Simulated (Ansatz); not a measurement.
# AlN: the cost of one run

Program: Ansatz 0.2.0. Level of theory: DFT LDA, scalar-relativistic, plane waves, PAW. These are calculated values, not measurements.

2 further runs of the same task are left out: 2 set aside as unsound or not needed.

## Step 1: Starting point

It takes space group F-43m (No. 216, cubic). Conventional cell: a = 4.342 Å, b = 4.342 Å, c = 4.342 Å, α = 90.00°, β = 90.00°, γ = 90.00°. Al (site symmetry -43m) has 4 N at 1.88 Å as nearest neighbours. N (site symmetry -43m) has 4 Al at 1.88 Å as nearest neighbours.

As a file:

```cif
data_structure
_symmetry_space_group_name_H-M 'F-43m'
_symmetry_Int_Tables_number 216
_cell_length_a 4.3423
_cell_length_b 4.3423
_cell_length_c 4.3423
_cell_angle_alpha 90.000
_cell_angle_beta 90.000
_cell_angle_gamma 90.000
_cell_volume 81.88
loop_
_atom_site_label
_atom_site_type_symbol
_atom_site_symmetry_multiplicity
_atom_site_Wyckoff_symbol
_atom_site_fract_x
_atom_site_fract_y
_atom_site_fract_z
_atom_site_occupancy
Al1 Al 4 a 0.00000 0.00000 0.00000 1
N1 N 4 c 0.25000 0.25000 0.25000 1
```

It goes back to an entry of the Materials Project, which need not be the stable form.

It is the result of an earlier relaxation at this level (volume 10.23 Å³/atom; gap on the mesh: 3.25 eV).

## Step 2: Relaxing at 3 GPa

At a set pressure the run lowers the enthalpy E + PV, so the energy alone may rise along the way.

Contents of input.yaml:

```yaml
crystal:
  lattice:
    - [0.0, 2.171140687, 2.171140687]
    - [2.171140687, 0.0, 2.171140687]
    - [2.171140687, 2.171140687, 0.0]
  atoms:
    - { symbol: Al, position: [0.0, 0.0, 0.0] }
    - { symbol: "N", position: [0.75, 0.75, 0.75] }
basis:
  ecutwfc: 420
kpoints:
  mp_grid: { grid: [10, 10, 10] }
hamiltonian:
  xc: lda
scf:
  occupations: { method: fixed }
output:
  forces: true
  stress: true
  eigenvalues: true
relax:
  adjacent_minimum: "off"
  f_tol: 0.001
  max_steps: 60
  cell: { stress_tol: 0.02, p_target: 3.0 }
```

On the command line:

```console
> ansatz run input.yaml --threads 1 --pin off --max-ram 3072MiB --backend cpu --events-out ev --progress --plain --runs-dir out
```

What time and memory should one allow on 1 thread of Intel Xeon Platinum 8559C (Emerald Rapids), shared host?

About 4.2 s, with a peak of 0.34 GiB.
